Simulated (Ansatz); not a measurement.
# Zr2SiC2: from a guess to a relaxed structure, part 2 of 2

The task: take a trial cell of Zr2SiC2 to zero force and stress.

Ansatz 0.2.0; DFT PBE, scalar-relativistic, plane waves, PAW.

## (4) Spin check on a coarse mesh

input.yaml

```yaml
crystal:
  lattice:
    - [4.6638390259, 0.0, 0.0]
    - [-2.331919513, 4.0390030756, 0.0]
    - [0.0, 0.0, 4.4342844605]
  atoms:
    - { symbol: Zr, position: [0.3333333333, 0.6666666667, 0.0], spin: 1.0 }
    - { symbol: Zr, position: [0.6666666667, 0.3333333333, 0.0], spin: 1.0 }
    - { symbol: Si, position: [0.0, 0.0, 0.5] }
    - { symbol: C, position: [0.3333333333, 0.6666666667, 0.5] }
    - { symbol: C, position: [0.6666666667, 0.3333333333, 0.5] }
basis:
  ecutwfc: 420
kpoints:
  mp_grid: { grid: [6, 6, 4] }
hamiltonian:
  xc: pbe
scf:
  occupations: { method: gaussian, width: 0.1 }
  lower_state_search: "off"
output:
  forces: true
  stress: true
  eigenvalues: true
  populations: true
magnetization:
  spin_polarized: true
```

On the command line:

```bash
$ ansatz run input.yaml --threads 1 --pin off --max-ram 2560MiB --backend cpu --events-out ev --progress --plain --runs-dir out
```

The program printed:

```text
[... 51 lines left out ...]
SCF 1 converged in 15 iterations: F = -9496.614504 eV  dr2 = 1.16e-10
SCF converged after 15 iterations
Magnetization: 0.8033 μB (18.4017 up, 17.5983 down)
Absolute magnetization: 0.9937 μB (∫|ρ↑−ρ↓|, with the PAW one-centre terms)
Spin contamination: 0.0368 ħ² per cell (⟨S²⟩ above its minimum at these occupations)
Per-site moments (μB) at R_I (Å): [(0.18247091731886808, 0.914571169978125), (0.18247091731886803, 0.914571169978125), (-0.008821191287450734, 1.1107258457887172), (-0.03154064187324395, 0.914571169978125), (-0.03154064187324409, 0.914571169978125)]
Free energy (F): -9496.614504 eV
Harris-Foulkes:  -9496.614504 eV  (|F-HF|=2.18e-11)
Internal energy: -9496.594638 eV  (E = F + TS)
E sigma→0 (E₀):  -9496.604571 eV
Entropy (-TS):   -0.019866 eV (-3.973 meV/atom)
Fermi energy:    10.525744 eV
--- Per-component energies (eV) ---
  E_band       = -207.876425
  E_kinetic    = 869.194674
  E_local      = -1811.133637  (includes V_loc(G=0)·N_el)
  E_nonlocal   = 243.840815
  E_hartree    = 602.791570
  E_xc         = -470.230736
  E_vxc        = -541.907212  (∫ρ·V_xc dr)
  E_paw        = -6616.599926  (= ΣΔE_a)
  E_vpaw       = -173.454201  (= ΣTr[D̂ρ^β])
  E_aug_tail   = 0.000059  (compensation charges beyond the density's cutoff)
  E_ewald      = -2314.457458
  E_smearing   = -0.019866  (= −TS)
  E_closure    = 0.000000  (closes the sum)
  Σ components = -9496.614504   (vs F -9496.614504, Δ=0.00e0)
--- Forces (eV/Å), atoms counted from 1 ---
  atom   1  Zr     0.00000000     0.00000000     0.00000000
  atom   2  Zr    -0.00000000     0.00000000    -0.00000000
  atom   3  Si     0.00000000     0.00000000     0.00000000
  atom   4  C     -0.00000000    -0.00000000    -0.00000000
  atom   5  C      0.00000000     0.00000000     0.00000000
  max |Σ_I F_I| component: 9.25e-17 eV/Å
--- Stress (GPa, compression-positive) ---
        0.184001       0.000000      -0.000000
       -0.000000       0.184001      -0.000000
       -0.000000      -0.000000       0.713302
  P = ⅓ Tr σ = 0.3604 GPa (3.604 kbar)
--- Band table (eV; the first three rows and the last of 42) ---
  k-point 0 ↑: bands = ["-37.9984", "-37.5138", "-16.7862", "-16.7862", "-15.9883", "-15.5501", "-15.3688", "-15.3688", "-1.2762", "2.4826", "5.1818", "8.1850", "8.1850", "8.2596", "8.2596", "8.7375", "9.7905", "10.6840", "10.6840", "11.7439", "12.2361", "12.2361", "12.2812", "12.2812"]
  k-point 1 ↑: bands = ["-37.9981", "-37.5137", "-16.7842", "-16.7842", "-16.0152", "-15.5638", "-15.3675", "-15.3675", "-0.8090", "3.0128", "5.5871", "6.9196", "7.4206", "7.4206", "8.2669", "8.2669", "9.0700", "9.8979", "11.3107", "11.3107", "11.7172", "11.7172", "12.7347", "12.7347"]
  k-point 2 ↑: bands = ["-37.9978", "-37.5135", "-16.7823", "-16.7823", "-16.0419", "-15.5774", "-15.3661", "-15.3661", "-0.2225", "3.7527", "5.5573", "6.4424", "6.9430", "6.9430", "7.6185", "8.2677", "8.2677", "8.2757", "10.8605", "10.8605", "11.9487", "11.9487", "14.0971", "14.1022"]
  k-point 20 ↓: bands = ["-37.5717", "-37.5717", "-16.6752", "-15.8065", "-15.8065", "-15.6720", "-15.6720", "-14.8899", "1.5333", "1.5333", "2.8006", "7.2894", "7.2894", "7.5382", "8.3430", "8.3430", "9.3263", "10.8756", "10.8756", "11.4089", "11.9757", "13.3990", "13.3990", "13.6506"]
--- Löwdin populations: 5 sites ---
  site symbol       q [e]    m [muB]
     0     Zr     11.5839     0.4519
     1     Zr     11.5839     0.4519
     2     Si      3.7464    -0.0144
     3      C      4.4727    -0.0468
     4      C      4.4727    -0.0468
  spilling = 0.003905 (of n_electrons = 36.000000)
```

It took 9.1 s on 1 thread of Arm Neoverse V2, shared host; peak memory 0.38 GiB.

By site:

| atom | moment in the atom's sphere (μB) | Löwdin electrons |
| --- | --- | --- |
| Zr1 | 0.18 | 11.58 |
| Zr2 | 0.18 | 11.58 |
| Si3 | -0.01 | 3.75 |
| C4 | -0.03 | 4.47 |
| C5 | -0.03 | 4.47 |

The same cell is solved with trial moments on Zr. The largest site moment that stays is 0.18 μB and the cell's total 0.80 μB. The workflow keeps spin only above 0.25 μB on a site, so the next run goes without spin, although a moment survived, so a magnetic state may lie a little lower.

## (5) Full relaxation

The end of the coarse run is made exact in the group found at a tolerance of 0.06 Å and reduced to its primitive cell.

input.yaml

```yaml
crystal:
  lattice:
    - [4.6638390259, 0.0, 0.0]
    - [-2.331919513, 4.0390030756, 0.0]
    - [0.0, 0.0, 4.4342844605]
  atoms:
    - { symbol: Zr, position: [0.3333333333, 0.6666666667, 0.0] }
    - { symbol: Zr, position: [0.6666666667, 0.3333333333, 0.0] }
    - { symbol: Si, position: [0.0, 0.0, 0.5] }
    - { symbol: C, position: [0.3333333333, 0.6666666667, 0.5] }
    - { symbol: C, position: [0.6666666667, 0.3333333333, 0.5] }
basis:
  ecutwfc: 420
kpoints:
  mp_grid: { grid: [12, 12, 8] }
hamiltonian:
  xc: pbe
scf:
  occupations: { method: gaussian, width: 0.1 }
output:
  forces: true
  stress: true
  eigenvalues: true
relax:
  adjacent_minimum: "off"
  f_tol: 0.01
  max_steps: 80
  cell: { stress_tol: 0.05 }
```

On the command line:

```bash
$ ansatz run input.yaml --threads 1 --pin off --max-ram 2560MiB --backend cpu --events-out ev --progress --plain --runs-dir out
```

The program printed:

```text
Warning: RAYON_NUM_THREADS=1 ignored (pool sized by the plan → 1); use --threads N
[... 10 set-up lines as earlier in the session ...]
Crystal: 5 atoms, lattice volume = 83.530 Å³
Basis set: ecut = 420 eV, 1629 PW (Γ), exchange–correlation on 64×64×60 points (8 copies of the dense FFT grid, shifted against one another)
Bands: 23, of which v1, the nominal top of the filled ones, is band 18 counted from 1 (17 counted from 0)
[... 2 set-up lines as earlier in the session ...]
k-points: 95 of 1152
[... 10 set-up lines as earlier in the session ...]
SCF iter   1: F=—  HF=-9496.621220 eV  |F-HF|=—  |Δ(HF+E_count)|=         —  Δρ=1.88e-2  dr2=7.44e-1  ethr=1.77e-3  ⟨swp⟩=4.5  Hψ=9570  notcnv=0
preconditioner: auto → Kerker (q_TF=auto, 2.371 Å⁻¹)  [metal: Δε(μ)=0.005 eV  Ē_g=5.165 eV  σ=0.100 eV  W_gap=0.03  n_scr=20 (ndim 8)  ℏωp=18.2 eV  f_vac=0.000  D(μ)=5.52/eV (n_scr^D=70)]
SCF iter   2: F=—  HF=-9496.550549 eV  |F-HF|=—  |Δ(HF+E_count)|=   7.07e-2  Δρ=8.49e-3  dr2=1.32e-1  ethr=1.77e-3  ⟨swp⟩=1.0  Hψ=2947  notcnv=0
SCF iter   3: F=—  HF=-9496.530988 eV  |F-HF|=—  |Δ(HF+E_count)|=   1.96e-2  Δρ=1.66e-3  dr2=4.03e-3  ethr=3.65e-4  ⟨swp⟩=1.3  Hψ=2253  notcnv=0
SCF iter   4: F=—  HF=-9496.529807 eV  |F-HF|=—  |Δ(HF+E_count)|=   1.18e-3  Δρ=4.62e-4  dr2=3.26e-4  ethr=1.12e-5  ⟨swp⟩=2.4  Hψ=3002  notcnv=0
SCF iter   5: F=—  HF=-9496.529753 eV  |F-HF|=—  |Δ(HF+E_count)|=   5.35e-5  Δρ=1.29e-4  dr2=2.50e-5  ethr=9.06e-7  ⟨swp⟩=2.0  Hψ=2852  notcnv=0
SCF iter   6: F=—  HF=-9496.529870 eV  |F-HF|=—  |Δ(HF+E_count)|=   1.17e-4  Δρ=3.32e-5  dr2=1.08e-6  ethr=6.96e-8  ⟨swp⟩=2.2  Hψ=2957  notcnv=0  defer=6
SCF iter   7: F=-9496.529870 eV  HF=-9496.529870 eV  |F-HF|=5.89e-9  |Δ(HF+E_count)|=   9.21e-8  Δρ=5.19e-6  dr2=2.26e-8  ethr=2.78e-10  ⟨swp⟩=6.1  Hψ=9074  notcnv=0
SCF 1 converged in 7 iterations: F = -9496.529870 eV  dr2 = 2.26e-8
relax step   1: F+E_penalty+E_count = -9496.52987005 eV  Δ(F+E_penalty+E_count) = +0.000e0 eV  max|allowed force component| = 2.165e-16 eV/Å  Δτ_max = 0.0000 Å  P = +0.513 GPa  Ω = 83.530 Å³  (7 SCF iters, dr2 threshold 1.00e-7 eV, accepted)
Crystal: 5 atoms, lattice volume = 83.533 Å³
[... 2 set-up lines as earlier in the session ...]
iter 1 solved again at ethr=9.83e-5 eV; its pass at ethr=3.10e-3 eV (dr2=3.54e-2 eV) is discarded
SCF iter   1: F=—  HF=-9496.538647 eV  |F-HF|=—  |Δ(HF+E_count)|=         —  Δρ=3.95e-3  dr2=3.61e-2  ethr=9.83e-5  ⟨swp⟩=1.0  Hψ=11046  notcnv=0
preconditioner: auto → Kerker (q_TF=auto, 2.371 Å⁻¹)  [metal: Δε(μ)=0.001 eV  Ē_g=5.213 eV  σ=0.100 eV  W_gap=0.01  n_scr=20 (ndim 8)  ℏωp=18.2 eV  f_vac=0.000  D(μ)=5.41/eV (n_scr^D=58)]
SCF iter   2: F=—  HF=-9496.535303 eV  |F-HF|=—  |Δ(HF+E_count)|=   3.34e-3  Δρ=1.44e-3  dr2=5.11e-3  ethr=9.83e-5  ⟨swp⟩=1.0  Hψ=2185  notcnv=0
SCF iter   3: F=—  HF=-9496.534721 eV  |F-HF|=—  |Δ(HF+E_count)|=   5.82e-4  Δρ=2.12e-4  dr2=3.06e-5  ethr=1.42e-5  ⟨swp⟩=1.1  Hψ=2194  notcnv=0
SCF iter   4: F=—  HF=-9496.534845 eV  |F-HF|=—  |Δ(HF+E_count)|=   1.24e-4  Δρ=3.82e-5  dr2=1.24e-6  ethr=8.50e-8  ⟨swp⟩=2.4  Hψ=3318  notcnv=0
iter 5 did not close the SCF: its close was put off for the readings that it lacked (scf_convergence_deferred on its scf_iter line)
SCF iter   5: F=-9496.534845 eV  HF=-9496.534845 eV  |F-HF|=4.39e-8  |Δ(HF+E_count)|=   7.36e-9  Δρ=1.04e-5  dr2=1.64e-7  ethr=3.45e-9  ⟨swp⟩=2.3  Hψ=3173  notcnv=0
SCF iter   6: F=-9496.534845 eV  HF=-9496.534845 eV  |F-HF|=1.46e-9  |Δ(HF+E_count)|=   1.21e-8  Δρ=2.89e-6  dr2=1.05e-8  ethr=4.56e-10  ⟨swp⟩=2.2  Hψ=7063  notcnv=0
SCF 2 converged in 6 iterations: F = -9496.534845 eV  dr2 = 1.05e-8
relax step   2: F+E_penalty+E_count = -9496.53484517 eV  Δ(F+E_penalty+E_count) = -4.975e-3 eV  max|allowed force component| = 4.015e-16 eV/Å  Δτ_max = 0.0000 Å  P = -0.353 GPa  Ω = 83.533 Å³  energy of the carried Pulay correction = -7.608e-5 eV  (6 SCF iters, dr2 threshold 5.00e-7 eV, accepted)
Crystal: 5 atoms, lattice volume = 82.700 Å³
iter 1 solved again at ethr=4.95e-5 eV; its pass at ethr=3.10e-3 eV (dr2=1.78e-2 eV) is discarded
SCF iter   1: F=—  HF=-9496.538033 eV  |F-HF|=—  |Δ(HF+E_count)|=         —  Δρ=2.50e-3  dr2=1.82e-2  ethr=4.95e-5  ⟨swp⟩=1.0  Hψ=10138  notcnv=0
preconditioner: auto → Kerker (q_TF=auto, 2.375 Å⁻¹)  [metal: Δε(μ)=0.021 eV  Ē_g=5.246 eV  σ=0.100 eV  W_gap=0.12  n_scr=20 (ndim 8)  ℏωp=18.3 eV  f_vac=0.000  D(μ)=5.11/eV (n_scr^D=58)]
SCF iter   2: F=—  HF=-9496.536281 eV  |F-HF|=—  |Δ(HF+E_count)|=   1.75e-3  Δρ=1.03e-3  dr2=3.22e-3  ethr=4.95e-5  ⟨swp⟩=1.0  Hψ=2185  notcnv=0
SCF iter   3: F=—  HF=-9496.535868 eV  |F-HF|=—  |Δ(HF+E_count)|=   4.13e-4  Δρ=1.79e-4  dr2=2.91e-5  ethr=8.95e-6  ⟨swp⟩=1.4  Hψ=2237  notcnv=0
SCF iter   4: F=—  HF=-9496.535990 eV  |F-HF|=—  |Δ(HF+E_count)|=   1.22e-4  Δρ=3.03e-5  dr2=5.55e-7  ethr=8.08e-8  ⟨swp⟩=2.2  Hψ=3205  notcnv=0
iter 5 did not close the SCF: its close was put off for the readings that it lacked (scf_convergence_deferred on its scf_iter line)
SCF iter   5: F=-9496.535990 eV  HF=-9496.535990 eV  |F-HF|=3.00e-9  |Δ(HF+E_count)|=   1.31e-7  Δρ=6.35e-6  dr2=3.24e-8  ethr=1.54e-9  ⟨swp⟩=2.4  Hψ=3501  notcnv=0
SCF iter   6: F=-9496.535990 eV  HF=-9496.535990 eV  |F-HF|=1.96e-10  |Δ(HF+E_count)|=   2.07e-9  Δρ=8.94e-7  dr2=8.94e-10  ethr=9.00e-11  ⟨swp⟩=1.5  Hψ=6784  notcnv=0
the search or the solves at the SCF's close seem to have found levels that the self-consistency loop had missed (the run counts 1). By its estimate they hold under 1e-12 electrons; where the run keeps them, the occupations were computed again with them
SCF 3 converged in 6 iterations: F = -9496.535990 eV  dr2 = 8.94e-10
relax step   3: F+E_penalty+E_count = -9496.53599033 eV  Δ(F+E_penalty+E_count) = -1.145e-3 eV  max|allowed force component| = 1.314e-16 eV/Å  Δτ_max = 0.0000 Å  P = +0.138 GPa  Ω = 82.700 Å³  energy of the carried Pulay correction = +5.131e-4 eV  (6 SCF iters, dr2 threshold 3.28e-7 eV, accepted)
Crystal: 5 atoms, lattice volume = 82.949 Å³
iter 1 solved again at ethr=5.07e-6 eV; its pass at ethr=3.10e-3 eV (dr2=1.82e-3 eV) is discarded
SCF iter   1: F=—  HF=-9496.536022 eV  |F-HF|=—  |Δ(HF+E_count)|=         —  Δρ=7.99e-4  dr2=1.84e-3  ethr=5.07e-6  ⟨swp⟩=1.0  Hψ=9793  notcnv=0
preconditioner: auto → Kerker (q_TF=auto, 2.374 Å⁻¹)  [metal: Δε(μ)=0.017 eV  Ē_g=5.250 eV  σ=0.100 eV  W_gap=0.10  n_scr=20 (ndim 8)  ℏωp=18.2 eV  f_vac=0.000  D(μ)=5.29/eV (n_scr^D=58)]
SCF iter   2: F=—  HF=-9496.535849 eV  |F-HF|=—  |Δ(HF+E_count)|=   1.73e-4  Δρ=3.24e-4  dr2=3.19e-4  ethr=5.07e-6  ⟨swp⟩=1.0  Hψ=2185  notcnv=0
SCF iter   3: F=—  HF=-9496.535810 eV  |F-HF|=—  |Δ(HF+E_count)|=   3.91e-5  Δρ=5.70e-5  dr2=3.17e-6  ethr=8.86e-7  ⟨swp⟩=1.3  Hψ=2215  notcnv=0
SCF iter   4: F=—  HF=-9496.535933 eV  |F-HF|=—  |Δ(HF+E_count)|=   1.23e-4  Δρ=1.11e-5  dr2=6.17e-8  ethr=8.81e-9  ⟨swp⟩=2.0  Hψ=3508  notcnv=0
iter 5 did not close the SCF: its close was put off for the readings that it lacked (scf_convergence_deferred on its scf_iter line)
SCF iter   5: F=-9496.535933 eV  HF=-9496.535933 eV  |F-HF|=3.77e-10  |Δ(HF+E_count)|=   1.71e-8  Δρ=1.87e-6  dr2=2.82e-9  ethr=1.71e-10  ⟨swp⟩=2.2  Hψ=3769  notcnv=0
SCF iter   6: F=-9496.535933 eV  HF=-9496.535933 eV  |F-HF|=7.28e-12  |Δ(HF+E_count)|=  1.24e-10  Δρ=3.18e-7  dr2=8.79e-11  ethr=7.83e-12  ⟨swp⟩=1.0  Hψ=6545  notcnv=0
the search or the solves at the SCF's close seem to have found levels that the self-consistency loop had missed (the run counts 1). By its estimate they hold under 1e-12 electrons; where the run keeps them, the occupations were computed again with them
SCF 4 converged in 6 iterations: F = -9496.535933 eV  dr2 = 8.79e-11
relax step   4: F+E_penalty+E_count = -9496.53593253 eV  Δ(F+E_penalty+E_count) = +5.781e-5 eV  max|allowed force component| = 2.535e-16 eV/Å  Δτ_max = 0.0000 Å  P = -0.002 GPa  Ω = 82.949 Å³  energy of the carried Pulay correction = +3.374e-4 eV  (6 SCF iters, dr2 threshold 6.14e-8 eV, accepted)
Initial wavefunctions: pseudopotential atomic-orbital guess (no wavefunctions were taken with the density)
iter 1 solved again at ethr=7.29e-8 eV; its pass at ethr=3.10e-3 eV (dr2=2.62e-5 eV) is discarded
SCF iter   1: F=—  HF=-9496.535527 eV  |F-HF|=—  |Δ(HF+E_count)|=         —  Δρ=2.55e-5  dr2=9.44e-8  ethr=7.29e-8  ⟨swp⟩=3.0  Hψ=15915  notcnv=0
preconditioner: auto → Kerker (q_TF=auto, 2.374 Å⁻¹)  [metal: Δε(μ)=0.026 eV  Ē_g=5.246 eV  σ=0.100 eV  W_gap=0.15  n_scr=20 (ndim 8)  ℏωp=18.2 eV  f_vac=0.000  D(μ)=5.27/eV (n_scr^D=58)]
SCF iter   2: F=—  HF=-9496.535650 eV  |F-HF|=—  |Δ(HF+E_count)|=   1.23e-4  Δρ=1.34e-5  dr2=1.53e-8  ethr=2.62e-10  ⟨swp⟩=2.4  Hψ=3971  notcnv=0
SCF iter   3: F=—  HF=-9496.535650 eV  |F-HF|=—  |Δ(HF+E_count)|=   1.39e-7  Δρ=2.16e-6  dr2=4.22e-10  ethr=4.26e-11  ⟨swp⟩=2.0  Hψ=3099  notcnv=0
iter 4 did not close the SCF: its close was put off for the readings that it lacked (scf_convergence_deferred on its scf_iter line)
SCF iter   4: F=-9496.535650 eV  HF=-9496.535650 eV  |F-HF|=2.91e-11  |Δ(HF+E_count)|=   3.47e-9  Δρ=2.93e-7  dr2=1.64e-11  ethr=1.17e-12  ⟨swp⟩=2.0  Hψ=3134  notcnv=0
iter 5 did not close the SCF: its close was put off for the readings that it lacked (scf_convergence_deferred on its scf_iter line)
SCF iter   5: F=-9496.535650 eV  HF=-9496.535650 eV  |F-HF|=1.82e-12  |Δ(HF+E_count)|=  3.09e-11  Δρ=2.80e-8  dr2=3.51e-13  ethr=1.00e-12  ⟨swp⟩=1.0  Hψ=2185  notcnv=0
iter 6 did not close the SCF: its close was put off for the readings that it lacked (scf_convergence_deferred on its scf_iter line)
SCF iter   6: F=-9496.535650 eV  HF=-9496.535650 eV  |F-HF|=5.46e-12  |Δ(HF+E_count)|=  1.82e-12  Δρ=6.66e-9  dr2=2.62e-14  ethr=1.00e-12  ⟨swp⟩=1.0  Hψ=2185  notcnv=0
iter 7 did not close the SCF: its close was put off for the readings that it lacked (scf_convergence_deferred on its scf_iter line)
SCF iter   7: F=-9496.535650 eV  HF=-9496.535650 eV  |F-HF|=3.64e-12  |Δ(HF+E_count)|=  7.28e-12  Δρ=2.10e-9  dr2=3.81e-15  ethr=1.00e-12  ⟨swp⟩=1.0  Hψ=2185  notcnv=0
SCF iter   8: F=-9496.535650 eV  HF=-9496.535650 eV  |F-HF|=1.82e-12  |Δ(HF+E_count)|=  1.82e-12  Δρ=6.48e-10  dr2=3.32e-16  ethr=1.00e-12  ⟨swp⟩=1.5  Hψ=5006  notcnv=0
SCF 5 converged in 8 iterations: F = -9496.535650 eV  dr2 = 3.32e-16
relax step   5: F+E_penalty+E_count = -9496.53564982 eV  Δ(F+E_penalty+E_count) = +2.827e-4 eV  max|allowed force component| = 2.831e-16 eV/Å  Δτ_max = 0.0000 Å  P = -0.009 GPa  Ω = 82.949 Å³  stress off target by 1.67e-2 GPa  SCF on the basis re-selected at this cell (its energy is not comparable with the rows above)  (8 SCF iters)
basis re-selected at this cell: Δ(F+E_penalty+E_count) = +2.827e-4 eV, ΔP = -0.007 GPa vs the last step (what re-selecting the basis moved, of the pressure what is left beyond the Pulay correction that the steps carried, after the strain that the cell walked since its last selection, with what the two solves' SCF thresholds leave and, on support functions, any second-order correction that the steps lacked; it is no measure of the basis error at this ecutwfc). This SCF's stress stands 1.67e-2 GPa from its target on what of the cell is left free (relax.cell.stress_tol is 5.00e-2 GPa) and its largest allowed force component is 2.83e-16 eV/Å (relax.f_tol is 1.00e-2 eV/Å): within both
SCF converged after 8 iterations
Free energy (F): -9496.535650 eV
Harris-Foulkes:  -9496.535650 eV  (|F-HF|=1.82e-12)
Internal energy: -9496.509317 eV  (E = F + TS)
E sigma→0 (E₀):  -9496.522483 eV
Entropy (-TS):   -0.026333 eV (-5.267 meV/atom)
Fermi energy:    10.691308 eV
--- Per-component energies (eV) ---
  E_band       = -204.390160
  E_kinetic    = 868.966107
  E_local      = -1800.716879  (includes V_loc(G=0)·N_el)
  E_nonlocal   = 244.016214
  E_hartree    = 599.318700
  E_xc         = -470.150130
  E_vxc        = -541.822992  (∫ρ·V_xc dr)
  E_paw        = -6616.617016  (= ΣΔE_a)
  E_vpaw       = -173.470069  (= ΣTr[D̂ρ^β])
  E_aug_tail   = 0.000059  (compensation charges beyond the density's cutoff)
  E_ewald      = -2321.326372
  E_smearing   = -0.026333  (= −TS)
  E_closure    = -0.000000  (closes the sum)
  Σ components = -9496.535650   (vs F -9496.535650, Δ=0.00e0)
--- Forces (eV/Å), atoms counted from 1 ---
  atom   1  Zr     0.00000000    -0.00000000    -0.00000000
  atom   2  Zr    -0.00000000     0.00000000     0.00000000
  atom   3  Si    -0.00000000    -0.00000000     0.00000000
  atom   4  C     -0.00000000     0.00000000     0.00000000
  atom   5  C      0.00000000    -0.00000000    -0.00000000
  max |Σ_I F_I| component: 3.70e-17 eV/Å
--- Stress (GPa, compression-positive) ---
       -0.016735      -0.000000       0.000000
       -0.000000      -0.016735      -0.000000
        0.000000      -0.000000       0.007196
  P = ⅓ Tr σ = -0.0088 GPa (-0.088 kbar)
--- Band table (eV; the first three rows and the last of 95) ---
  k-point 0: bands = ["-37.7920", "-37.2816", "-16.5399", "-16.5399", "-15.8311", "-15.3725", "-15.0729", "-15.0729", "-1.2979", "2.5793", "5.3740", "8.2084", "8.2084", "8.3682", "8.3682", "8.6904", "10.0620", "10.8846", "10.8846", "11.7385", "12.5020", "12.5020", "12.6415"]
  k-point 1: bands = ["-37.7919", "-37.2816", "-16.5393", "-16.5393", "-15.8388", "-15.3763", "-15.0725", "-15.0725", "-1.1748", "2.7153", "5.4754", "7.9501", "7.9501", "8.0577", "8.3663", "8.3663", "9.9577", "11.1580", "11.2976", "11.2976", "12.0935", "12.0935", "12.6848"]
  k-point 2: bands = ["-37.7918", "-37.2815", "-16.5380", "-16.5380", "-15.8572", "-15.3854", "-15.0716", "-15.0716", "-0.8501", "3.0856", "5.7695", "6.9616", "7.4970", "7.4970", "8.3595", "8.3595", "9.2467", "9.9662", "11.5856", "11.5856", "12.0312", "12.0312", "12.9512"]
  k-point 94: bands = ["-37.5421", "-37.5421", "-16.7349", "-15.8082", "-15.8082", "-15.6429", "-15.6429", "-14.8281", "1.5408", "1.5408", "2.8375", "7.3456", "7.3456", "7.5162", "8.4470", "8.4470", "9.4513", "10.7751", "10.7751", "11.3593", "12.1632", "13.4390", "13.4390"]
--- Relaxed structure (4 steps of the walk, 4 accepted, 1 SCFs on fresh bases) ---
  F+E_penalty+E_count = -9496.53564982 eV   max|allowed force component| = 2.831e-16 eV/Å   (the final SCF, on the basis selected at the relaxed cell)
  cell:  # Å, volume = 82.9487 Å³
    - [4.632007541121135, 2.867061912709376e-11, -4.6977505194228e-32]
    - [-2.316003770585397, 4.011436201117661, -6.477003242792246e-21]
    - [-6.512219325280143e-34, -7.11088213915036e-21, 4.4641649020209195]
  atoms:
    - { symbol: Zr, position: [0.33333333333333337, 0.6666666666666666, 6.375881358860087e-35] }
    - { symbol: Zr, position: [0.6666666666666667, 0.3333333333333333, -5.924491528144329e-35] }
    - { symbol: Si, position: [-4.109528250474717e-35, -1.5798644075051544e-35, 0.5] }
    - { symbol: C, position: [0.33333333333333337, 0.6666666666666666, 0.5] }
    - { symbol: C, position: [0.6666666666666667, 0.3333333333333333, 0.5] }
```

Run time: 47 s. Hardware: 1 thread of Arm Neoverse V2, shared host; peak memory 0.45 GiB.

Step by step:

| step | E - E(step 1) (eV/cell) | largest force component (eV/Å) | pressure (GPa) | volume (Å³) |
| --- | --- | --- | --- | --- |
| 1 | 0.0000 | 0.0000 | 0.51 | 83.53 |
| 2 | -0.0050 | 0.0000 | -0.35 | 83.53 |
| 3 | -0.0061 | 0.0000 | 0.14 | 82.70 |
| 4 | -0.0061 | 0.0000 | 0.00 | 82.95 |
| 5 | -0.0058 | 0.0000 | -0.01 | 82.95 |

Step 1 is the start. Step 5 repeats the geometry before it on a plane-wave basis chosen anew for that cell, so its energy need not be comparable with the rows above.

|  | before | after | change |
| --- | --- | --- | --- |
| a (Å) | 4.664 | 4.632 | -0.7 % |
| b (Å) | 4.664 | 4.632 | -0.7 % |
| c (Å) | 4.434 | 4.464 | +0.7 % |
| volume (Å³/atom) | 16.71 | 16.59 | -0.7 % |
| shortest distance (Å) | 2.217 | 2.232 | +0.7 % |
| space group (0.01 Å) | P6/mmm | P6/mmm | same |

Forces and stress were held to the start's 24 operations: a distortion of lower symmetry was not tested.

## (6) What came out

What follows sums up all 2 parts. Changes of volume or cell count from the first structure of part 1.

| quantity | value |
| --- | --- |
| symmetry at the end (tolerance 0.05 Å) | space group P6/mmm (No. 191) |
| conventional cell | a = 4.632 Å, b = 4.632 Å, c = 4.464 Å, α = 90.00°, β = 90.00°, γ = 120.00° |
| volume | 16.59 Å³/atom |
| energy over the elements | +1.77 eV/atom |
| gap on the mesh | none (metal) |

In words: The space group P6/mmm (No. 191) is kept, and the volume per atom shrinks by 4.8 % from the first guess. With a positive formation energy it can't be a ground state. No finished test with a distortion of lower symmetry is shown, so the end may be a saddle point. Other magnetic orders were not searched.
